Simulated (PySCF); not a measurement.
**LaN: bond curves at several levels of theory**

One table from this session's results is given with a row withheld; the runs are named, their logs left out.

Program: PySCF 2.14.0. Level of theory: La x2c-SVPall, N x2c-SVPall, spin-free X2C with a Gaussian nucleus. These are calculated values, not measurements.

The first run:

The job is set up so:

| Quantity | Value |
| --- | --- |
| atoms | La, N |
| charge | 0 |
| basis | La x2c-SVPall, N x2c-SVPall |
| Hamiltonian | spin-free X2C with a Gaussian nucleus |
| basis functions | 80 |
| electrons treated | 64 |
| masses in u | 138.9063, 14.0031 |
| levels | PBE0, PBE, r²SCAN, BP86, PBEsol, HF, MP2, SCS-MP2, CCSD, CCSD(T) |
| grid | 80 radial by 434 angular points |
| occupations | held fixed by the projection of orbital angular momentum |
| dissociation limit | La + N, each in its ground configuration |
| starting distance in angstrom | 2.070 |
| values of 2S to try | 0, 2, 4 |

The run is started by

```console
$ OMP_NUM_THREADS=2 python dia.py task.json out
```

Steps of the session up to this table: Input; PBE0 along the bond; Higher solutions at PBE0; PBE (GGA); r²SCAN (meta-GGA); BP86; PBEsol (GGA); RHF; Correlated methods on the Hartree–Fock reference.

One of the session's tables, all rows but one given; the rest of the session is left out.

It belongs to the step «The curves together». Energy (eV) from each level's lowest point:

| R (Å) | RHF | RHF-MP2 | RHF-SCS-MP2 | RHF-CCSD | RHF-CCSD(T) |
| --- | --- | --- | --- | --- | --- |
| 1.549 | 1.763 | 2.636 | 2.572 | n/a | n/a |
| 1.621 | 0.735 | 1.420 | 1.366 | 1.039 | 1.171 |
| 1.693 | 0.191 | 0.659 | 0.619 | 0.378 | 0.473 |
| 1.747 | 0.018 | 0.307 | 0.279 | 0.113 | 0.177 |
| 1.801 | 0.000 | 0.098 | 0.083 | 0.000 | 0.029 |
| 1.855 | ? | ? | ? | ? | ? |
| 1.927 | 0.390 | 0.003 | 0.024 | 0.164 | 0.102 |
| 2.017 | 0.914 | 0.164 | 0.211 | 0.530 | 0.392 |
| 2.125 | 1.697 | 0.522 | 0.598 | 1.127 | 0.881 |
| 2.269 | 2.858 | 1.209 | 1.308 | n/a | n/a |

**Question.** Estimate the row for R (Å) = 1.855.

Worked estimate for «RHF». A straight line through the neighbours (1.801, 0.000) and (1.927, 0.390) gives 0.000 + (0.390 − 0.000) × (1.855 − 1.801) / (1.927 − 1.801) = 0.167; a parabola fitted to 4 rows on both sides gives 0.115.

As computed: RHF: 0.104; RHF-MP2: 0.000; RHF-SCS-MP2: 0.000; RHF-CCSD: 0.008; RHF-CCSD(T): 0.000. In «RHF» the line misses by +0.063 and the parabola by +0.011.
